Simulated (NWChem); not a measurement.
# B2NH4 (SMILES B[N]B): USVWN5/DGauss-DZVP

Aim: the electronic atomisation energy of B2NH4 at USVWN5/DGauss-DZVP, from 4 runs. 

The results are computed with NWChem 7.3.0.

## 1. The structure to begin with

B2NH4: 7 atoms, total charge 0, spin state doublet. As SMILES, `B[N]B`. The shape is that of a PBE0-D4/def2-TZVP optimisation.

Bond lengths: B1–N2 1.364 Å, N2–B3 1.364 Å, B1–H4 1.203 Å, B1–H5 1.203 Å, B3–H6 1.203 Å, B3–H7 1.203 Å. Angles: B1–N2–B3 179.5°, N2–B1–H4 120.0°, N2–B1–H5 119.8°, N2–B3–H6 119.8°, N2–B3–H7 120.0°, H4–B1–H5 120.2°, H6–B3–H7 120.2°.

## 2. The energy at USVWN5/DGauss-DZVP (run 1)

The input, sp.nw:

```
start sp
memory total 2200 mb

geometry noautosym nocenter noautoz
 B    -1.116900    0.208400   -0.746200
 N     0.009000   -0.016800   -0.009000
 B     1.134500   -0.230000    0.732300
 H    -1.409700   -0.541000   -1.640600
 H    -1.814200    1.157300   -0.499400
 H     1.422300    0.533400    1.616700
 H     1.836300   -1.179100    0.500500
end

basis spherical bse
 * library DGauss-DZVP
end

dft
 xc slater vwn_5
 mult 2
 grid fine
 convergence energy 1e-08
 iterations 100
 mulliken
 noprint "final vectors analysis"
end

task dft energy
```

On the command line:

```
$ nwchem sp.nw > sp.out
```

What it wrote:

```text
[...]
          Wavefunction type:  spin polarized.
          No. of atoms     :     7
          No. of electrons :    21
[...]
          Charge           :     0
          Spin multiplicity:     2
[...]
          AO basis - number of functions:    50
[...]
              XC Information
              --------------
                        Slater Exchange Functional  1.000 local
                      VWN V Correlation Functional  1.000 local
[...]
 d= 0,ls=0.0,diis     1   -105.7373663236 -1.57D+02  1.10D-02  1.10D-01     0.6
[...]
 d= 0,ls=0.0,diis    10   -105.7965612759 -4.13D-09  3.28D-07  1.83D-10     4.0
[...]
         Total DFT energy =     -105.796561275920
      One electron energy =     -244.180568882371
           Coulomb energy =      102.199238830351
    Exchange-Corr. energy =      -15.318905107712
 Nuclear repulsion energy =       51.503673883812
[...]
      Total Density - Mulliken Population Analysis
     ---------------------------------------------
    Atom       Charge   Shell Charges
 -----------   ------   -------------------------------------------------------
    1 B    5     5.41   2.00  0.73  0.37  1.98  0.23  0.10
    2 N    7     6.79   2.00  0.87  0.48  2.87  0.56  0.01
    3 B    5     5.41   2.00  0.73  0.37  1.98  0.23  0.10
    4 H    1     0.85   0.53  0.32
    5 H    1     0.85   0.53  0.32
    6 H    1     0.85   0.53  0.32
    7 H    1     0.85   0.53  0.32
[...]
      <S2> =      0.7530 (Exact =     0.7500)
[...]
```

Run time: 4.8 s. Hardware: 1 thread of Intel Xeon Platinum 8488C (Sapphire Rapids), shared host; peak memory 0.11 GiB.

## 3. The B atom, same level (run 2)

The input, b.nw:

```
start b
memory 2200 mb

geometry noautosym nocenter noautoz
  B        0.000000       0.000000       0.000000
end

basis spherical bse
  * library DGauss-DZVP
end

dft
  xc slater vwn_5
  mult 2
  grid fine
  convergence energy 1e-08
  iterations 100
  mulliken
  print low
end

task dft
```

Run the same way, it converges to -24.35183 Eh (log not shown).

Run 3 isn't shown in full; the table further down has it.

## 4. The N atom, same level (run 4)

The input, nw.nw:

```
start nw
memory total 2200 mb

geometry units angstroms noautosym nocenter noautoz
 N        0.000000       0.000000       0.000000
end

basis spherical bse
 * library DGauss-DZVP
end

dft
 xc slater vwn_5
 mult 4
 grid fine
 convergence energy 1e-08
 iterations 100
 mulliken
 noprint "final vectors analysis"
end

task dft
```

Run the same way, it converges to -54.12625 Eh (log not shown).

## 5. All runs side by side

| run | partner | energy (Eh) | ⟨S²⟩ | wall time |
| --- | --- | --- | --- | --- |
| 1 | base | -105.796561 | 0.753 | 4.8 s |
| 2 | atoms | -24.351834 | 0.751 | 0.89 s |
| 3 | atoms | -0.476363 | 0.750 | 0.66 s |
| 4 | atoms | -54.126254 | 3.752 | 0.72 s |

## 6. Summary of results

Level: USVWN5/DGauss-DZVP.

| quantity | value |
| --- | --- |
| N atom: total energy | -54.12625 Eh |
| N atom: ⟨S²⟩ | 3.752 |
| electronic atomisation energy | 28.876 eV |

Taking the molecule apart into free atoms costs 28.88 eV (2786 kJ/mol), before zero-point energy and without spin-orbit coupling. All runs together took 7.1 s, the longest 4.8 s.
